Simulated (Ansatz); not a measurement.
# BiTe (Fm-3m) in Ansatz: a series of runs

The runs below take BiTe through single point, equation of state, with PBE0.

Everything below comes from runs of Ansatz 0.2.0. Logs are shortened: lines on timing, memory, paths and dates and some standing lists are left out, and cuts for length are marked.

### Step 1. The structure

The structure is cubic, space group Fm-3m (No. 225). Conventional cell: a = 6.470 Å, b = 6.470 Å, c = 6.470 Å, α = 90.00°, β = 90.00°, γ = 90.00°. Bi (site symmetry m-3m) has 6 Te at 3.23 Å as nearest neighbours. Te (site symmetry m-3m) has 6 Bi at 3.23 Å as nearest neighbours.

### Step 2. Single point, PBE0, 31.82 Å³/atom (volume scaled by 0.94)

input.yaml

```yaml
crystal:
  lattice:
    - [0.0, 3.1689610617, 3.1689610617]
    - [3.1689610617, 0.0, 3.1689610617]
    - [3.1689610617, 3.1689610617, 0.0]
  atoms:
    - { symbol: Bi, position: [0.0, 0.0, 0.0] }
    - { symbol: Te, position: [0.5, 0.5, 0.5] }
hamiltonian:
  xc: pbe0
  pseudopotentials: { kind: paw }
kpoints:
  mp_grid: { grid: [4, 4, 4] }
scf:
  occupations: { method: fermi_dirac, width: 0.05 }
output:
  forces: true
  stress: true
  eigenvalues: true
```

Potentials or basis: Ansatz PAW.

On the command line:

```console
ansatz run input.yaml --threads 2 --pin off --max-ram 5632MiB --backend cpu --events-out ev --progress --plain --runs-dir out
```

What it wrote:

```text
Warning: output.stress: scf.convergence.dr2_threshold = 1e-7 eV (the SCF's general default) is looser than the 2e-10 eV advised for a printed stress (1e-10 eV for each atom of the cell: 2). What an SCF threshold leaves in a stress goes as its square root, and in the free energy as the threshold itself, and one threshold admits the most on a small cell: of the crystals measured, under no hybrid functional and no lock of the moments, on runs that ended without the residual-converged pass, on stresses that held no estimate of that error, the worst erred by over 100 MPa in a component at 1e-7 eV an atom and by under 5 at 1e-10. Set scf.convergence.dr2_threshold to 2e-10 eV or tighter. The threshold is an SCF's pass mark: one that does not reach it within its budget of iterations ends unconverged, or closes short of it on a stop that the run arms, and scf.convergence.dr2_threshold's page says what that costs each kind of run
Warning: output.stress: scf.exx.energy_threshold = 1e-6 eV is looser than the 2e-8 eV advised for a stress under a hybrid functional (1e-8 eV for each atom of the cell: 2). Every SCF of the exchange loop can meet its threshold on dr2 while the loop round them stops early: no threshold on dr2 bounds what that leaves in the stress. Set scf.exx.energy_threshold to 2e-8 eV or tighter. The threshold is the loop's pass mark: a loop that does not reach it within its budget of cycles ends unconverged, and scf.exx.energy_threshold's page has the law
Warning: RAYON_NUM_THREADS=2 ignored (pool sized by the plan → 2); use --threads N
Engine: ansatz 0.2.0, x86_64-unknown-linux-gnu
Pseudopotentials: kind: paw
Pseudopotential: Bi, paw, valence charge 15, recommended cutoff 420 eV (normal), Bi.paw.azcp
Pseudopotential: Te, paw, valence charge 16, recommended cutoff 420 eV (normal), Te.paw.azcp
Functional definition: PBE0
  parameter a = 0.25
  parameter kappa = 0.804
  parameter beta = 0.06672455060314922
  exchange = (1 - a)*pbe_x(kappa = kappa, mu = beta*pi^2/3) + a*exact_x
  correlation = pbe_c(beta = beta)
Crystal: 2 atoms, lattice volume = 63.647 Å³
Basis set: ecut = 420 eV, 1243 PW (Γ), exchange–correlation on 60×60×60 points (8 copies of the dense FFT grid, shifted against one another)
Bands: 20, of which v1, the nominal top of the filled ones, is band 16 counted from 1 (15 counted from 0)
Symmetry: 48 space group operations
Space group: Fm-3m (ITA 225), of the structure as read, at distance tolerance 4.0e-5 Å
k-points: 8 of 64
Non-local potential: Bi, projectors of the file, l = 0: 2, l = 1: 2, l = 2: 2, l = 3: 2
Non-local potential: Te, projectors of the file, l = 0: 2, l = 1: 2, l = 2: 2, l = 3: 2
PAW form: soft (Blöchl's): semilocal exchange-correlation on the pseudo side does not see the compensation charge
PAW frozen core: Bi, regenerated for the run's functional, and the local potential with it (the file was generated under x = pbe(κ = 0.804, μ = 0.2195149727645171), c = pbe(β = 0.06672455060314922))
PAW frozen core: Te, regenerated for the run's functional, and the local potential with it (the file was generated under x = pbe(κ = 0.804, μ = 0.2195149727645171), c = pbe(β = 0.06672455060314922))
PAW one-centre angular grid: Bi, 590 points (default); XC on 64 Gauss nodes
PAW one-centre angular grid: Te, 590 points (default); XC on 64 Gauss nodes
Initial density: superposition of atomic densities (neutral atoms: chi_scale 0, normalization atom), corrected by the library's trained network
Initial wavefunctions: pseudopotential atomic-orbital guess
Functional: x = pbe(κ = 0.804, μ = 0.2195149727645171), c = pbe(β = 0.06672455060314922), warm-up for x = 0.75 pbe(κ = 0.804, μ = 0.2195149727645171) + 0.25 exact, c = pbe(β = 0.06672455060314922)
SCF iter   1: F=—  HF=-19376.628664 eV  |F-HF|=—  |Δ(HF+E_count)|=         —  Δρ=1.91e-3  dr2=3.85e-3  ethr=1.77e-3  ⟨swp⟩=12.2  Hψ=713  notcnv=0
preconditioner: auto → none  [insulator: Δε(μ)=0.184 eV  Ē_g=9.807 eV  σ=0.050 eV  W_gap=0.69  n_scr=14 (ndim 8)  ℏωp=15.4 eV  f_vac=0.007  D(μ)=1.89/eV (n_scr^D=14)]
SCF iter   2: F=—  HF=-19376.629243 eV  |F-HF|=—  |Δ(HF+E_count)|=   5.79e-4  Δρ=9.09e-4  dr2=7.40e-4  ethr=1.24e-5  ⟨swp⟩=4.2  Hψ=464  notcnv=0  defer=7
iter 3 solved again at ethr=2.64e-8 eV; its pass at ethr=2.39e-6 eV (dr2=8.19e-6 eV) is discarded
SCF iter   3: F=—  HF=-19376.629249 eV  |F-HF|=—  |Δ(HF+E_count)|=   5.92e-6  Δρ=1.08e-4  dr2=5.94e-6  ethr=2.64e-8  ⟨swp⟩=4.1  Hψ=741  notcnv=0
eigensolver tolerance schedule: the retry pair's looser diagonalisation over-reported the residual by 0.38 of it (diagonalisation noise at 0.38 of the residual, at the tolerance the schedule requests for it); recorded, not acted on — ethr = c·dr2/N_el stays at c = 1.0e-1
SCF iter   4: F=—  HF=-19376.629250 eV  |F-HF|=—  |Δ(HF+E_count)|=   1.69e-6  Δρ=2.53e-5  dr2=1.70e-7  ethr=1.92e-8  ⟨swp⟩=3.4  Hψ=371  notcnv=0
SCF iter   5: F=—  HF=-19376.629251 eV  |F-HF|=—  |Δ(HF+E_count)|=   4.67e-7  Δρ=3.82e-6  dr2=4.06e-9  ethr=5.47e-10  ⟨swp⟩=3.5  Hψ=359  notcnv=0
SCF iter   6: F=-19376.629251 eV  HF=-19376.629251 eV  |F-HF|=1.09e-11  |Δ(HF+E_count)|=   7.04e-9  Δρ=6.53e-7  dr2=1.73e-10  ethr=1.31e-11  ⟨swp⟩=4.0  Hψ=472  notcnv=0
SCF 1 converged in 6 iterations: F = -19376.629251 eV  dr2 = 1.73e-10
Initial density: handed on by an earlier stage of this run
Initial wavefunctions: those handed on with the density
Functional: x = 0.75 pbe(κ = 0.804, μ = 0.2195149727645171) + 0.25 exact, c = pbe(β = 0.06672455060314922)
Frozen-core exchange: fock
iter 1 solved again at ethr=1.31e-5 eV; its pass at ethr=1.00e-1 eV (dr2=4.05e-3 eV) is discarded
SCF iter   1: F=—  HF=-19380.697201 eV  |F-HF|=—  |Δ(HF+E_count)|=         —  Δρ=3.76e-3  dr2=5.15e-3  ethr=1.31e-5  ⟨swp⟩=4.6  Hψ=957  notcnv=0
preconditioner: auto → none  [insulator: Δε(μ)=0.634 eV  Ē_g=11.577 eV  σ=0.050 eV  W_gap=0.83  n_scr=14 (ndim 8)  ℏωp=15.4 eV  f_vac=0.009  D(μ)=1.04/eV (n_scr^D=8)]
SCF iter   2: F=—  HF=-19380.696131 eV  |F-HF|=—  |Δ(HF+E_count)|=   1.07e-3  Δρ=1.58e-3  dr2=1.45e-3  ethr=1.31e-5  ⟨swp⟩=2.1  Hψ=287  notcnv=0
SCF iter   3: F=—  HF=-19380.696001 eV  |F-HF|=—  |Δ(HF+E_count)|=   1.30e-4  Δρ=1.28e-4  dr2=6.16e-4  ethr=2.60e-6  ⟨swp⟩=3.2  Hψ=310  notcnv=0
SCF iter   4: F=—  HF=-19380.702319 eV  |F-HF|=—  |Δ(HF+E_count)|=   6.32e-3  Δρ=5.57e-4  dr2=1.52e-4  ethr=1.85e-8  ⟨swp⟩=5.0  Hψ=644  notcnv=0
SCF iter   5: F=—  HF=-19380.702284 eV  |F-HF|=—  |Δ(HF+E_count)|=   3.54e-5  Δρ=6.00e-5  dr2=2.14e-5  ethr=1.85e-8  ⟨swp⟩=4.1  Hψ=447  notcnv=0
SCF iter   6: F=—  HF=-19380.702282 eV  |F-HF|=—  |Δ(HF+E_count)|=   1.93e-6  Δρ=1.75e-5  dr2=1.80e-5  ethr=1.62e-8  ⟨swp⟩=3.4  Hψ=323  notcnv=0
SCF iter   7: F=-19380.702392 eV  HF=-19380.702395 eV  |F-HF|=3.18e-6  |Δ(HF+E_count)|=   1.13e-4  Δρ=8.71e-5  dr2=6.32e-6  ethr=3.97e-10  ⟨swp⟩=5.2  Hψ=671  notcnv=0
SCF 2 stopped early in 7 iterations: F = -19380.702392 eV  dr2 = 6.32e-6
hybrid outer 1: dexx = +7.155e-3 eV, tail = 6.77e-5 eV
Frozen-core exchange: fock
SCF iter   1: F=—  HF=-19380.702284 eV  |F-HF|=—  |Δ(HF+E_count)|=         —  Δρ=3.92e-5  dr2=4.19e-6  ethr=1.09e-6  ⟨swp⟩=2.9  Hψ=327  notcnv=0
preconditioner: auto → none  [insulator: Δε(μ)=0.736 eV  Ē_g=11.585 eV  σ=0.050 eV  W_gap=0.83  n_scr=14 (ndim 8)  ℏωp=15.4 eV  f_vac=0.009  D(μ)=1.04/eV (n_scr^D=8)]
SCF iter   2: F=—  HF=-19380.702284 eV  |F-HF|=—  |Δ(HF+E_count)|=   4.39e-7  Δρ=9.22e-6  dr2=1.67e-6  ethr=8.17e-9  ⟨swp⟩=3.9  Hψ=399  notcnv=0
SCF iter   3: F=—  HF=-19380.702321 eV  |F-HF|=—  |Δ(HF+E_count)|=   3.67e-5  Δρ=7.83e-6  dr2=4.21e-8  ethr=8.01e-11  ⟨swp⟩=4.9  Hψ=587  notcnv=0  defer=1
SCF iter   4: F=-19380.702321 eV  HF=-19380.702321 eV  |F-HF|=1.96e-10  |Δ(HF+E_count)|=   9.80e-9  Δρ=2.36e-6  dr2=1.18e-8  ethr=8.01e-11  ⟨swp⟩=3.1  Hψ=317  notcnv=0
SCF 3 converged in 4 iterations: F = -19380.702321 eV  dr2 = 1.18e-8
  Residual-converged pass: ⟨swp⟩=3.9  Hψ=356  notcnv=0  max |occ|·‖R‖ = 2.1e-6 eV (tolerance 2.4e-6 eV)  dr2=1.18e-8  dr2_onsite=2.81e-10  max |Δocc| = 1.1e-15
hybrid outer 2: dexx = +3.441e-7 eV, tail = 3.11e-8 eV, Δε = 4.68e-3 eV (about 2.41e-4 eV left of the loop's levels)
hybrid SCF converged: 2 outer / 11 inner (+6 warm-up), last move |dexx| = 3.44e-7 eV, tail = 3.11e-8 eV
Stability not checked: this state was not tested for a lower state beside it, because the functional holds exact exchange (a hybrid, or Hartree-Fock), whose exchange loop this test does not read (fock_operator; see scf.lower_state_search)
Free energy (F): -19380.702321 eV
Frozen-core exchange: fock
Harris-Foulkes:  -19380.702321 eV  (|F-HF|=1.96e-10)
Internal energy: -19380.693872 eV  (E = F + TS)
E sigma→0 (E₀):  -19380.698096 eV
Entropy (-TS):   -0.008449 eV (-4.224 meV/atom)
Fermi energy:    10.969781 eV
--- Per-component energies (eV) ---
  E_band       = -409.518525
  E_kinetic    = 481.748254
  E_local      = -2660.424723  (includes V_loc(G=0)·N_el)
  E_nonlocal   = 250.480427
  E_hartree    = 1253.377801
  E_xc         = -212.836801
  E_vxc        = -192.289465  (∫ρ·V_xc dr)
  E_exx        = -92.679903  (= α·E_x^exact, valence–valence)
  E_paw        = -15300.952050  (= ΣΔE_a)
  E_vpaw       = -610.429301  (= ΣTr[D̂ρ^β])
  E_aug_tail   = -0.000643  (compensation charges beyond the density's cutoff)
  E_ewald      = -3099.427094
  E_core_change = 0.020861  (= ΣΔE_core)
  E_smearing   = -0.008449  (= −TS)
  E_closure    = -0.000001  (closes the sum)
  Σ components = -19380.702321   (vs F -19380.702321, Δ=0.00e0)
--- Forces (eV/Å), atoms counted from 1 ---
  atom   1  Bi    -0.00000000     0.00000000    -0.00000000
  atom   2  Te    -0.00000000     0.00000000     0.00000000
  max |Σ_I F_I| component: 6.64e-30 eV/Å
--- Stress (GPa, compression-positive) ---
        2.077479      -0.000000       0.000000
       -0.000000       2.077479      -0.000000
       -0.000000      -0.000000       2.077479
  P = ⅓ Tr σ = 2.0775 GPa (20.775 kbar)
--- Band table (eV; the first three rows and the last of 8) ---
  k-point 0: bands = ["-29.8692", "-29.8692", "-29.8622", "-29.8622", "-29.8622", "-15.0555", "-15.0555", "-15.0390", "-15.0390", "-15.0390", "-5.2274", "1.8528", "7.1577", "7.1577", "7.1577", "13.7812", "13.7812", "13.7812", "16.0364", "16.0364"]
  k-point 1: bands = ["-29.8690", "-29.8690", "-29.8620", "-29.8619", "-29.8619", "-15.0601", "-15.0601", "-15.0381", "-15.0353", "-15.0353", "-4.5574", "0.1105", "7.3944", "7.3944", "7.9707", "11.7063", "11.7509", "11.7509", "16.2458", "17.2615"]
  k-point 2: bands = ["-29.8687", "-29.8687", "-29.8618", "-29.8615", "-29.8615", "-15.0638", "-15.0638", "-15.0369", "-15.0310", "-15.0310", "-2.9075", "-2.3184", "7.9704", "7.9704", "8.6741", "9.6754", "9.6754", "9.7271", "19.1220", "19.7158"]
  k-point 7: bands = ["-29.8692", "-29.8686", "-29.8616", "-29.8616", "-29.8608", "-15.0724", "-15.0571", "-15.0348", "-15.0348", "-15.0250", "-2.4092", "-1.7641", "4.1728", "4.1728", "8.5158", "10.2393", "15.6893", "15.6893", "16.8709", "16.8709"]
```

It took 23 s on 2 threads of AMD EPYC 7R43 (Zen 3), shared host; peak memory 0.89 GiB.

What came out:

| Item | Value |
| --- | --- |
| Free energy | -19380.7023 eV |
| Pressure | 2.1 GPa |
| Band gap on the k mesh | none (metal or under the smearing width) |

Caveat: the k mesh is coarse (spacing up to 0.43 Å⁻¹), so the values aren't converged, least of all with exact exchange; spin-orbit coupling is left out, which moves the levels of the heavy elements; the PAW data sets come from PBE, with cores solved anew for the run's functional, which leaves a small shift of forces and pressure; the thresholds are loose for stress.

### Step 3. Single point, PBE0, 32.50 Å³/atom (volume scaled by 0.96)

input.yaml, as its differences from that of step 2:

```diff
@@ -2,5 +2,5 @@
   lattice:
-    - [0.0, 3.1689610617, 3.1689610617]
-    - [3.1689610617, 0.0, 3.1689610617]
-    - [3.1689610617, 3.1689610617, 0.0]
+    - [0.0, 3.1912784242, 3.1912784242]
+    - [3.1912784242, 0.0, 3.1912784242]
+    - [3.1912784242, 3.1912784242, 0.0]
   atoms:
```

Potentials or basis: Ansatz PAW.

On the command line:

```console
ansatz run input.yaml --threads 2 --pin off --max-ram 5632MiB --backend cpu --events-out ev --progress --plain --runs-dir out
```

It took 23 s on 2 threads of AMD EPYC 7R43 (Zen 3), shared host; peak memory 0.88 GiB.

Results (log left out):

```
Free energy            : -19380.7143 eV
Pressure               : 0.8 GPa
Band gap on the k mesh : none (metal or under the smearing width)
```

Caveat: the k mesh is coarse (spacing up to 0.43 Å⁻¹), so the values aren't converged, least of all with exact exchange; spin-orbit coupling is left out, which moves the levels of the heavy elements; the PAW data sets come from PBE, with cores solved anew for the run's functional, which leaves a small shift of forces and pressure; the thresholds are loose for stress.

### Step 4. Single point, PBE0, 33.18 Å³/atom (volume scaled by 0.98)

input.yaml, as its differences from that of step 3:

```diff
@@ -2,5 +2,5 @@
   lattice:
-    - [0.0, 3.1912784242, 3.1912784242]
-    - [3.1912784242, 0.0, 3.1912784242]
-    - [3.1912784242, 3.1912784242, 0.0]
+    - [0.0, 3.2132879364, 3.2132879364]
+    - [3.2132879364, 0.0, 3.2132879364]
+    - [3.2132879364, 3.2132879364, 0.0]
   atoms:
```

On the command line:

```console
ansatz run input.yaml --threads 2 --pin off --max-ram 5632MiB --backend cpu --events-out ev --progress --plain --runs-dir out
```

It took 22 s on 2 threads of AMD EPYC 7R43 (Zen 3), shared host; peak memory 0.89 GiB.

It converged, with:

- Free energy: -19380.7157 eV
- Pressure: -0.4 GPa
- Band gap on the k mesh: none (metal or under the smearing width)

Caveat: the k mesh is coarse (spacing up to 0.42 Å⁻¹), so the values aren't converged, least of all with exact exchange; spin-orbit coupling is left out, which moves the levels of the heavy elements; the PAW data sets come from PBE, with cores solved anew for the run's functional, which leaves a small shift of forces and pressure; the thresholds are loose for stress.

### Step 5. Single point, PBE0, 33.86 Å³/atom

input.yaml, as its differences from that of step 4:

```diff
@@ -2,5 +2,5 @@
   lattice:
-    - [0.0, 3.2132879364, 3.2132879364]
-    - [3.2132879364, 0.0, 3.2132879364]
-    - [3.2132879364, 3.2132879364, 0.0]
+    - [0.0, 3.235, 3.235]
+    - [3.235, 0.0, 3.235]
+    - [3.235, 3.235, 0.0]
   atoms:
```

On the command line:

```console
ansatz run input.yaml --threads 2 --pin off --max-ram 5632MiB --backend cpu --events-out ev --progress --plain --runs-dir out
```

It took 26 s on 2 threads of AMD EPYC 7R43 (Zen 3), shared host; peak memory 0.92 GiB.

The run converged. Its results:

```
Free energy            : -19380.7077 eV
Pressure               : -1.5 GPa
Band gap on the k mesh : none (metal or under the smearing width)
```

Caveat: the k mesh is coarse (spacing up to 0.42 Å⁻¹), so the values aren't converged, least of all with exact exchange; spin-orbit coupling is left out, which moves the levels of the heavy elements; the PAW data sets come from PBE, with cores solved anew for the run's functional, which leaves a small shift of forces and pressure; the thresholds are loose for stress.

### Step 6. Single point, PBE0, 34.53 Å³/atom (volume scaled by 1.02)

input.yaml, as its differences from that of step 5:

```diff
@@ -2,5 +2,5 @@
   lattice:
-    - [0.0, 3.235, 3.235]
-    - [3.235, 0.0, 3.235]
-    - [3.235, 3.235, 0.0]
+    - [0.0, 3.2564244654, 3.2564244654]
+    - [3.2564244654, 0.0, 3.2564244654]
+    - [3.2564244654, 3.2564244654, 0.0]
   atoms:
```

Potentials or basis: Ansatz PAW.

On the command line:

```console
ansatz run input.yaml --threads 2 --pin off --max-ram 5632MiB --backend cpu --events-out ev --progress --plain --runs-dir out
```

Run time: 25 s. Hardware: 2 threads of AMD EPYC 7R43 (Zen 3), shared host; peak memory 0.94 GiB.

It converged, with:

* Free energy: -19380.6914 eV
* Pressure: -2.4 GPa
* Band gap on the k mesh: none (metal or under the smearing width)

Caveat: the k mesh is coarse (spacing up to 0.42 Å⁻¹), so the values aren't converged, least of all with exact exchange; spin-orbit coupling is left out, which moves the levels of the heavy elements; the PAW data sets come from PBE, with cores solved anew for the run's functional, which leaves a small shift of forces and pressure; the thresholds are loose for stress.

### Step 7. Single point, PBE0, 35.21 Å³/atom (volume scaled by 1.04)

input.yaml, as its differences from that of step 6:

```diff
@@ -2,5 +2,5 @@
   lattice:
-    - [0.0, 3.2564244654, 3.2564244654]
-    - [3.2564244654, 0.0, 3.2564244654]
-    - [3.2564244654, 3.2564244654, 0.0]
+    - [0.0, 3.2775706714, 3.2775706714]
+    - [3.2775706714, 0.0, 3.2775706714]
+    - [3.2775706714, 3.2775706714, 0.0]
   atoms:
```

On the command line:

```console
ansatz run input.yaml --threads 2 --pin off --max-ram 5632MiB --backend cpu --events-out ev --progress --plain --runs-dir out
```

It took 24 s on 2 threads of AMD EPYC 7R43 (Zen 3), shared host; peak memory 0.97 GiB.

It converged, with:

- Free energy: -19380.6676 eV
- Pressure: -3.2 GPa
- Band gap on the k mesh: none (metal or under the smearing width)

Caveat: the k mesh is coarse (spacing up to 0.42 Å⁻¹), so the values aren't converged, least of all with exact exchange; spin-orbit coupling is left out, which moves the levels of the heavy elements; the PAW data sets come from PBE, with cores solved anew for the run's functional, which leaves a small shift of forces and pressure; the thresholds are loose for stress.

### Step 8. Single point, PBE0, 35.89 Å³/atom (volume scaled by 1.06)

input.yaml, as its differences from that of step 7:

```diff
@@ -2,5 +2,5 @@
   lattice:
-    - [0.0, 3.2775706714, 3.2775706714]
-    - [3.2775706714, 0.0, 3.2775706714]
-    - [3.2775706714, 3.2775706714, 0.0]
+    - [0.0, 3.2984474805, 3.2984474805]
+    - [3.2984474805, 0.0, 3.2984474805]
+    - [3.2984474805, 3.2984474805, 0.0]
   atoms:
@@ -19 +19,5 @@
   eigenvalues: true
+  write_density: true
+  write_potential: true
+  elf: true
+  volumetric_format: npy
```

On the command line:

```console
ansatz run input.yaml --threads 2 --pin off --max-ram 5632MiB --backend cpu --events-out ev --progress --plain --runs-dir out
```

Run time: 34 s. Hardware: 2 threads of AMD EPYC 7R43 (Zen 3), shared host; peak memory 0.96 GiB.

The run converged. Its results:

| Item | Value |
| --- | --- |
| Free energy | -19380.6373 eV |
| Pressure | -4.0 GPa |
| Band gap on the k mesh | none (metal or under the smearing width) |

Caveat: the k mesh is coarse (spacing up to 0.41 Å⁻¹), so the values aren't converged, least of all with exact exchange; spin-orbit coupling is left out, which moves the levels of the heavy elements; the PAW data sets come from PBE, with cores solved anew for the run's functional, which leaves a small shift of forces and pressure; the thresholds are loose for stress.

### Step 9. Equation of state, PBE0

Potentials or basis: Ansatz PAW.

This step only gathers the single runs of the series.

What came out:

| Quantity | Value |
| --- | --- |
| Equilibrium volume | 32.93 Å³/atom |
| Bulk modulus | 57 GPa |
| Pressure derivative of the bulk modulus | 4.9 |

Energy against volume, from the lowest point:
```tsv
volume (Å³/atom)	energy (meV/atom)
31.824	6.71
32.501	0.70
33.178	0.00
33.855	4.02
34.532	12.19
35.209	24.08
35.886	39.22
```

Caveat: the k mesh is coarse (spacing up to 0.42 Å⁻¹), so the values aren't converged, least of all with exact exchange; the PAW data sets were made with another functional, which shifts forces and pressure a little; spin-orbit coupling is left out, which moves the levels of the heavy elements.
